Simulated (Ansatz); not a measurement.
**BGeH₆N: one species, many methods**

The task here is to estimate one member of a computed series from the others.

The runs use Ansatz 0.2.0, Gaussian basis; functionals in def2-TZVPP, the program's frozen cores in correlated methods.

Plan: LDA (SPW92), PBE-D4, revPBE-D4, BLYP-D4, r2SCAN-D4, B97M-V, PBE0-D4, B3LYP-D4, r2SCANh-D4, r2SCAN0-D4, HSE06-D4, BHLYP-D4, CAM-B3LYP-D4, LC-ωPBE, ωB97X-V, ωB97M-V, B2PLYP, PBE-QIDH; CCSD(T)/def2-SVP; CCSD(T)/def2-TZVPP; MP2/def2-QZVPP; extrapolation to the limit; RPA on PBE.

## The relaxed structure

The geometry comes from an earlier relaxation with PBE0-D4 in a triple-zeta def2 set; it is a stationary point, not always the lowest conformer.

SMILES `N[BH][GeH3]`, 9 atoms, charge 0, spin multiplicity 1.

Atoms are counted from 1 here; the program's logs count them from 0.

Bond lengths: N1–B2 1.384 Å, N1–H4 1.007 Å, N1–H5 1.007 Å, B2–Ge3 2.064 Å, B2–H6 1.198 Å, Ge3–H7 1.542 Å, Ge3–H8 1.546 Å, Ge3–H9 1.542 Å. Angles: B2–N1–H4 123.6°, B2–N1–H5 123.0°, H4–N1–H5 113.4°, N1–B2–Ge3 120.3°, N1–B2–H6 118.1°, Ge3–B2–H6 121.6°, B2–Ge3–H7 112.0°, B2–Ge3–H8 112.0°, B2–Ge3–H9 112.0°, H7–Ge3–H8 106.9°, H7–Ge3–H9 106.5°, H8–Ge3–H9 107.0°.

Set-up of the first run:

in.yaml

```yaml
crystal:
  periodic: [false, false, false]
  atoms:
    - {symbol: N, position_ang: [-0.792922, 0.760436, -1.227037]}
    - {symbol: B, position_ang: [0.071750, 0.820247, -0.147974]}
    - {symbol: Ge, position_ang: [0.539164, -0.889142, 0.909644]}
    - {symbol: H, position_ang: [-1.228119, -0.089443, -1.546536]}
    - {symbol: H, position_ang: [-1.048175, 1.568975, -1.771109]}
    - {symbol: H, position_ang: [0.533225, 1.885914, 0.145945]}
    - {symbol: H, position_ang: [2.049907, -1.194032, 0.876143]}
    - {symbol: H, position_ang: [-0.184531, -2.134678, 0.347449]}
    - {symbol: H, position_ang: [0.148302, -0.774678, 2.396373]}
basis:
  gaussian: {orbitals: def2-TZVPP}
hamiltonian: {xc: lda}
output: {orbitals: {seedname: orbitals}}
```

On the command line:

```bash
$ ansatz run in.yaml --threads 2 --pin off --events-out ev --progress --plain --max-ram 4352MiB
```

Among the steps run: LDA; PBE-D4 (GGA); revPBE-D4 (GGA); BLYP-D4 (GGA); r2SCAN-D4 (meta-GGA); B97M-V (meta-GGA); PBE0-D4 (hybrid); B3LYP-D4 (hybrid); r2SCANh-D4 (hybrid); r2SCAN0-D4 (hybrid); HSE06-D4 (hybrid); BHLYP-D4 (hybrid); CAM-B3LYP-D4 (range-separated); LC-ωPBE (range-separated); ωB97X-V (range-separated); ωB97M-V (range-separated); B2PLYP (double hybrid); PBE-QIDH (double hybrid).

One table of the session follows, with a row left open; its other results are not shown here.

It belongs to the step «Orbital energies across the functionals». 

```
  functional  HOMO (eV)  gap (eV)
 LDA (SPW92)      -6.69      5.11
      PBE-D4      -6.61      5.24
   revPBE-D4          ?         ?
     BLYP-D4      -6.51      5.28
   r2SCAN-D4      -6.88      5.78
      B97M-V      -6.97      5.81
     PBE0-D4      -7.81      7.37
    B3LYP-D4      -7.62      6.98
  r2SCANh-D4      -7.32      6.55
  r2SCAN0-D4      -7.98      7.69
    HSE06-D4      -7.41      6.59
    BHLYP-D4      -8.94      9.49
CAM-B3LYP-D4      -9.16      9.83
     LC-ωPBE     -10.49     12.31
     ωB97X-V     -10.15     11.86
     ωB97M-V      -9.96     11.45
```

Estimate the missing values for revPBE-D4.

The run gave: HOMO (eV): -6.57; gap (eV): 5.29. In the column «HOMO (eV)» it lies between PBE-D4 (-6.61) and BLYP-D4 (-6.51).
